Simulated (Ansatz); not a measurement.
# AsFH6OSi2: the cost of one run

Program: Ansatz 0.2.0. Level of theory: RKS PBE0-D4/def2-SVP. These are calculated values, not measurements.

### Step 1. The system as given

Bond lengths: F1–Si2 1.642 Å, Si2–Si3 2.208 Å, Si2–O4 1.725 Å, O4–As5 1.781 Å, Si2–H6 1.491 Å, Si3–H7 1.523 Å, Si3–H8 1.442 Å, Si3–H9 1.519 Å, As5–H10 1.579 Å, As5–H11 1.531 Å. Angles (14 of 16 angles, heavy atoms first): F1–Si2–Si3 107.0°, F1–Si2–O4 111.4°, Si3–Si2–O4 108.7°, Si2–O4–As5 108.8°, F1–Si2–H6 110.1°, Si3–Si2–H6 109.8°, O4–Si2–H6 109.9°, Si2–Si3–H7 110.2°, Si2–Si3–H8 111.8°, Si2–Si3–H9 111.3°, O4–As5–H10 90.6°, O4–As5–H11 92.2°, H7–Si3–H8 106.8°, H7–Si3–H9 107.2°.

As a file:

```xyz
11

F    -2.5604    0.4799    0.5165
Si   -1.0017    0.5696    0.0084
Si    0.2665   -0.0633    1.7015
O    -0.7133   -0.4885   -1.3228
As    0.7761    0.0254   -2.1540
H    -0.6684    1.9710   -0.3758
H     1.7360   -0.0094    1.3057
H    -0.0084   -1.4230    2.0968
H     0.0901    0.8554    2.8979
H     1.6165   -1.0334   -1.3373
H     0.5325   -0.9406   -3.3164
```

### Step 2. Relaxing end A

File input.yaml:

```yaml
crystal:
  periodic: [false, false, false]
  atoms:
    - { symbol: F, position_ang: [-2.5604, 0.4799, 0.5165] }
    - { symbol: Si, position_ang: [-1.0017, 0.5696, 0.0084] }
    - { symbol: Si, position_ang: [0.2665, -0.0633, 1.7015] }
    - { symbol: O, position_ang: [-0.7133, -0.4885, -1.3228] }
    - { symbol: As, position_ang: [0.7761, 0.0254, -2.154] }
    - { symbol: H, position_ang: [-0.6684, 1.971, -0.3758] }
    - { symbol: H, position_ang: [1.736, -0.0094, 1.3057] }
    - { symbol: H, position_ang: [-0.0084, -1.423, 2.0968] }
    - { symbol: H, position_ang: [0.0901, 0.8554, 2.8979] }
    - { symbol: H, position_ang: [1.6165, -1.0334, -1.3373] }
    - { symbol: H, position_ang: [0.5325, -0.9406, -3.3164] }
basis:
  gaussian: { orbitals: def2-SVP }
hamiltonian:
  xc: pbe0
  dispersion: d4
relax:
  f_tol: 0.015
  max_steps: 40
output:
  orbitals: {}
```

On the command line:

```console
$ ansatz run input.yaml --threads 2 --pin off --max-ram 3072MiB --backend cpu --events-out ev --progress --plain --runs-dir out
```

Q: Estimate wall time and peak memory on 2 threads of Arm Neoverse V1, shared host.

About 1.7 min, with a peak of 0.34 GiB.
